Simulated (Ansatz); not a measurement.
# C₂H₆B₂Se, SMILES BB1C[Se]C1: vertical spin-state energies

Program: the Python package of Ansatz (0.2.0).

Typed at the interpreter:
```pycon
>>> import ansatz
>>> mol = (
...     ansatz.Crystal.molecule()
...     .atom('B', [0.1063, 1.6598, 0.9545])
...     .atom('B', [-0.0013, 0.2541, 0.1412])
...     .atom('C', [-1.1839, -0.7184, -0.4113])
...     .atom('Se', [-0.0146, -2.1137, -1.1784])
...     .atom('C', [1.0807, -0.7919, -0.4524])
...     .atom('H', [1.1001, 2.2064, 1.2094])
...     .atom('H', [-0.9182, 2.2522, 1.2488])
...     .atom('H', [-1.7327, -1.0868, 0.4325])
...     .atom('H', [-1.7683, -0.1988, -1.1246])
...     .atom('H', [1.7043, -0.3154, -1.2014])
...     .atom('H', [1.693, -1.2045, 0.4022])
... )
>>> setup = mol.calculation().basis(gaussian='6-31G*').functional('hf')
>>> found = {}
>>> for unpaired in [0, 2, 4]:
...     summary = setup.spin('collinear', total=unpaired).run(threads=1, backend='cpu').report
...     s = unpaired / 2
...     found[unpaired] = summary['free_energy_ev']
...     print(f'2S+1 = {unpaired + 1}: E = {found[unpaired]:.5f} eV, <S^2> = {abs(summary["mean_field"]["state"]["spin_squared"]):.3f} (pure state {s * (s + 1):.2f})')
...
2S+1 = 1: E = -68791.26518 eV, <S^2> = 0.000 (pure state 0.00)
2S+1 = 3: E = -68789.03647 eV, <S^2> = 2.023 (pure state 2.00)
2S+1 = 5: E = -68785.24921 eV, <S^2> = 6.045 (pure state 6.00)
>>> lowest = min(found, key=found.get)
>>> for unpaired, e in found.items():
...     print(f'multiplicity {unpaired + 1}: {(e - found[lowest]):.3f} eV above the lowest')
...
multiplicity 1: 0.000 eV above the lowest
multiplicity 3: 2.229 eV above the lowest
multiplicity 5: 6.016 eV above the lowest
```

In order: multiplicity 1 (+0.00 eV), multiplicity 3 (+2.23 eV) and multiplicity 5 (+6.02 eV), all at the one geometry.

Reading the output:
- Total energies depend on the basis set; only differences at equal settings carry meaning.
- The geometry is a force-field or estimated start, not a minimum of this method, and the basis set is short of its limit. All parts are taken at fixed geometry, without zero-point energy.
- Hartree-Fock leaves correlation out, so it favours high-spin states too much.
- The whole script took 21 s on 1 thread of AMD EPYC 9R45 (Zen 5), on a shared host, peak memory 0.45 GiB.
